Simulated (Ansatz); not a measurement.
# C2H7AlFN: how energies converge with the basis set

One table from this session's results is given with a row withheld; the runs are named, their logs left out.

Program: Ansatz 0.2.0, Gaussian basis. Level of theory: one geometry, several basis sets. These are calculated values, not measurements.

The runs, in order: PBE0-D4/def2-SVP; ωB97M-V/def2-SVP; PBE0-D4/def2-QZVPP; ωB97M-V/def2-QZVPP; the functionals' def2-TZVPP values are taken from earlier runs.

## The relaxed structure

All runs share one geometry, relaxed beforehand with PBE0-D4 in a triple-zeta def2 set.

SMILES `C[N](C)[AlH][F]`, 12 atoms, charge 0, spin multiplicity 1.

Atoms are counted from 1 here; the program's logs count them from 0.

Bond lengths: C1–N2 1.444 Å, C1–H6 1.099 Å, C1–H7 1.099 Å, C1–H8 1.092 Å, N2–C3 1.443 Å, N2–Al4 1.762 Å, C3–H9 1.099 Å, C3–H10 1.094 Å, C3–H11 1.099 Å, Al4–F5 1.652 Å, Al4–H12 1.571 Å. Angles: N2–C1–H6 111.5°, N2–C1–H7 111.4°, N2–C1–H8 110.7°, H6–C1–H7 107.2°, H6–C1–H8 107.9°, H7–C1–H8 107.9°, C1–N2–C3 112.9°, C1–N2–Al4 124.3°, C3–N2–Al4 122.8°, N2–C3–H9 111.6°, N2–C3–H10 110.9°, N2–C3–H11 111.6°, H9–C3–H10 107.7°, H9–C3–H11 107.3°, H10–C3–H11 107.6°, N2–Al4–F5 117.5°, N2–Al4–H12 122.2°, F5–Al4–H12 120.2°.

As a file:

```
C    -1.0733   -0.8572    0.2841
N     0.0013    0.0530   -0.0342
C     1.2702   -0.3655    0.5105
Al   -0.1916    1.5240   -0.9839
F    -1.7058    1.8808   -1.5407
H    -1.2109   -0.9526    1.3704
H    -0.8761   -1.8645   -0.1089
H    -2.0150   -0.5080   -0.1443
H     1.2354   -0.4385    1.6066
H     2.0595    0.3454    0.2504
H     1.5695   -1.3510    0.1268
H     1.0138    2.4791   -1.3027
```

The first run:

The input, in.yaml:

```yaml
crystal:
  periodic: [false, false, false]
  atoms:
    - {symbol: C, position_ang: [-1.073282, -0.857193, 0.284096]}
    - {symbol: N, position_ang: [0.001300, 0.053024, -0.034235]}
    - {symbol: C, position_ang: [1.270177, -0.365488, 0.510482]}
    - {symbol: Al, position_ang: [-0.191625, 1.524027, -0.983886]}
    - {symbol: F, position_ang: [-1.705805, 1.880836, -1.540695]}
    - {symbol: H, position_ang: [-1.210869, -0.952646, 1.370394]}
    - {symbol: H, position_ang: [-0.876143, -1.864548, -0.108893]}
    - {symbol: H, position_ang: [-2.015011, -0.508026, -0.144309]}
    - {symbol: H, position_ang: [1.235378, -0.438452, 1.606647]}
    - {symbol: H, position_ang: [2.059519, 0.345377, 0.250354]}
    - {symbol: H, position_ang: [1.569549, -1.350994, 0.126787]}
    - {symbol: H, position_ang: [1.013812, 2.479085, -1.302743]}
basis:
  gaussian: {orbitals: def2-SVP}
hamiltonian: {xc: pbe0, dispersion: d4}
output: {orbitals: {seedname: orbitals}}
```

The run is started by

```sh
> ansatz run in.yaml --threads 4 --pin off --events-out ev --progress --plain --max-ram 10444MiB
```

Among the steps run: PBE0-D4 in def2-SVP; ωB97M-V in def2-SVP; PBE0-D4 in def2-QZVPP; ωB97M-V in def2-QZVPP.

One table of the session follows, with a row left open; its other results are not shown here.

It belongs to the step «Density functionals: the series». 

```
functional       basis  HOMO (eV)  LUMO (eV)
   PBE0-D4    def2-SVP      -6.52      -0.05
   PBE0-D4  def2-TZVPP      -6.61      -0.29
   PBE0-D4  def2-QZVPP          ?          ?
   ωB97M-V    def2-SVP      -8.79       1.62
   ωB97M-V  def2-TZVPP      -8.90       1.23
   ωB97M-V  def2-QZVPP      -8.93       0.77
```

**Question.** Estimate the row for PBE0-D4, def2-QZVPP.

The run gave: HOMO (eV): -6.63; LUMO (eV): -0.43. In the column «HOMO (eV)» it lies between ωB97M-V, def2-SVP (-8.79) and PBE0-D4, def2-TZVPP (-6.61).
